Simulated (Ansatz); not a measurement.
This script drives Ansatz 0.2.0, Python API.

`mgse.py`
```python
"""MgSe(+) at several levels of theory."""

from pathlib import Path

import ansatz as az
import numpy as np

params = {
    "basis": "def2-SVP",
    "net_charge": 1,
}

GEOMETRY = """
Mg    0.00000    0.00000    0.00000
Se    0.00000    0.00000    2.57000
"""

molecule = az.Crystal.molecule()
for line in GEOMETRY.strip().splitlines():
    symbol, *xyz = line.split()
    molecule = molecule.atom(symbol, [float(v) for v in xyz])

job = (
    molecule.calculation()
    .basis(gaussian=params["basis"])
    .charge(params["net_charge"])
    .spin("collinear", total=1)
)

print("functional    E (Ha)        dipole (D)   HOMO (eV)  LUMO (eV)")
for name in ["pbe0", "lda", "hse06", "hf"]:
    report = job.functional(name).forces().orbitals().run(runs_dir="runs").report
    lines = Path(report["orbitals_path"]).read_text().splitlines()
    field_of = lambda key: [line.split("=")[1].strip() for line in lines if line.startswith(key)]
    orbitals = [(27.211386 * float(e), s, float(n)) for e, s, n in zip(field_of("Ene="), field_of("Spin="), field_of("Occup="))]
    homo = max(e for e, _, n in orbitals if n > 0.5)
    lumo = min(e for e, _, n in orbitals if n < 0.5)
    dipole = 4.803205 * np.linalg.norm(report["charge_distribution"]["dipole_moment_e_ang"])
    print(f"{name:10s} {report['free_energy_ev'] / 27.211386246:14.6f} {dipole:9.3f} {homo:11.3f} {lumo:10.3f}")
```

It is started by `python mgse.py`. How long does it take on 1 thread of Arm Neoverse N1 (shared host), and how much memory does it need?

It took about 32 s, with a peak of 0.21 GiB, for 4 runs of the engine.

```console
$ python mgse.py
functional    E (Ha)        dipole (D)   HOMO (eV)  LUMO (eV)
pbe0         -2600.587934    10.885     -11.452     -9.264
lda          -2596.597149    10.214     -10.587    -10.749
hse06        -2600.586309    10.846     -11.062     -9.626
hf           -2598.843345    11.106     -13.824     -6.772
```

Total energies depend on the basis set; only differences at equal settings carry meaning. The geometry is a force-field or estimated start, not a minimum of this method, and the basis set is short of its limit. A lower total doesn't mark the better method: functionals have no common bound, and MP2 and coupled cluster aren't variational. The run takes the species as open-shell (spin multiplicity 2), which needn't be its ground state. The expectation value of S² is noticeably off S(S+1) in at least one run, so that state is spin-contaminated. An ion's dipole depends on the origin; the program takes it about the centre of nuclear charge. Levels such as HOMO and LUMO are orbital energies: with these approximate functionals they aren't the ionisation energy and electron affinity, and their gap isn't the fundamental gap. hse06 follows the composition of plane-wave codes, whose totals differ by tens of mHa, up to about 0.1 Ha, from the form usual in Gaussian-basis programs (wpbeh). The spin state was assumed, and another may lie lower.
